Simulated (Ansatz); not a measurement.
# Hf5AlN6: the cost of one run

Computed with Ansatz 0.2.0 (DFT PBE, scalar-relativistic, plane waves, PAW, unless a step's input says otherwise).

**1. The starting structure**

It takes space group P4/mmm (No. 123, tetragonal). Conventional cell: a = 3.459 Å, b = 3.459 Å, c = 14.674 Å, α = 90.00°, β = 90.00°, γ = 90.00°. Hf (site symmetry 4mm) has 6 N at 2.45 Å as nearest neighbours. Hf (site symmetry 4/mmm) has 6 N at 2.45 Å as nearest neighbours. Around Al (site symmetry 4/mmm) lie 6 N at 2.45 Å. N (site symmetry 4/mmm) has 4 Al at 2.45 Å and 2 Hf at 2.45 Å as nearest neighbours. N (site symmetry 4mm) is surrounded by 5 Hf at 2.45 Å and 1 Al at 2.45 Å. Around N (site symmetry 4mm) lie 6 Hf at 2.45 Å. N (site symmetry 4/mmm) is surrounded by 6 Hf at 2.45 Å.

As a file:

```cif
data_structure
_symmetry_space_group_name_H-M 'P 1'
_symmetry_Int_Tables_number 1
_cell_length_a 3.4586
_cell_length_b 3.4586
_cell_length_c 14.6735
_cell_angle_alpha 90.000
_cell_angle_beta 90.000
_cell_angle_gamma 90.000
_cell_volume 175.52
loop_
_atom_site_label
_atom_site_type_symbol
_atom_site_fract_x
_atom_site_fract_y
_atom_site_fract_z
_atom_site_occupancy
Hf1 Hf 0.00000 0.00000 0.83333 1
Hf2 Hf 0.00000 0.00000 0.16667 1
Hf3 Hf 0.50000 0.50000 0.33333 1
Hf4 Hf 0.00000 0.00000 0.50000 1
Hf5 Hf 0.50000 0.50000 0.66667 1
Al1 Al 0.50000 0.50000 0.00000 1
N1 N 0.00000 0.00000 0.00000 1
N2 N 0.50000 0.50000 0.16667 1
N3 N 0.00000 0.00000 0.33333 1
N4 N 0.50000 0.50000 0.50000 1
N5 N 0.00000 0.00000 0.66667 1
N6 N 0.50000 0.50000 0.83333 1
```

The start is an ordering of an alloy on its end members' structure types: elements ordered on the sites of the AlN type, Hf/Al on Al (P4/mmm, No. 123).

**2. Probe: one point on a coarse mesh**

input.yaml

```yaml
crystal:
  lattice:
    - [3.45858573, 0.0, 0.0]
    - [0.0, 3.45858573, 0.0]
    - [0.0, 0.0, 14.67353652]
  atoms:
    - { symbol: Hf, position: [0.0, 0.0, 0.83333333] }
    - { symbol: Hf, position: [0.0, 0.0, 0.16666667] }
    - { symbol: Hf, position: [0.5, 0.5, 0.33333333] }
    - { symbol: Hf, position: [0.0, 0.0, 0.5] }
    - { symbol: Hf, position: [0.5, 0.5, 0.66666667] }
    - { symbol: Al, position: [0.5, 0.5, 0.0] }
    - { symbol: "N", position: [0.0, 0.0, 0.0] }
    - { symbol: "N", position: [0.5, 0.5, 0.16666667] }
    - { symbol: "N", position: [0.0, 0.0, 0.33333333] }
    - { symbol: "N", position: [0.5, 0.5, 0.5] }
    - { symbol: "N", position: [0.0, 0.0, 0.66666667] }
    - { symbol: "N", position: [0.5, 0.5, 0.83333333] }
basis:
  ecutwfc: 420
kpoints:
  mp_grid: { grid: [6, 6, 2] }
hamiltonian:
  xc: pbe
scf:
  occupations: { method: gaussian, width: 0.1 }
  lower_state_search: "off"
output:
  forces: true
  stress: true
  eigenvalues: true
```

Started as:

```console
ansatz run input.yaml --threads 1 --pin off --max-ram 2560MiB --backend cpu --events-out ev --progress --plain --runs-dir out
```

What time and memory should one allow on 1 thread of Intel Xeon at 2.50GHz (Skylake/Cascade Lake), shared host?

About 40 s, with a peak of 0.59 GiB.
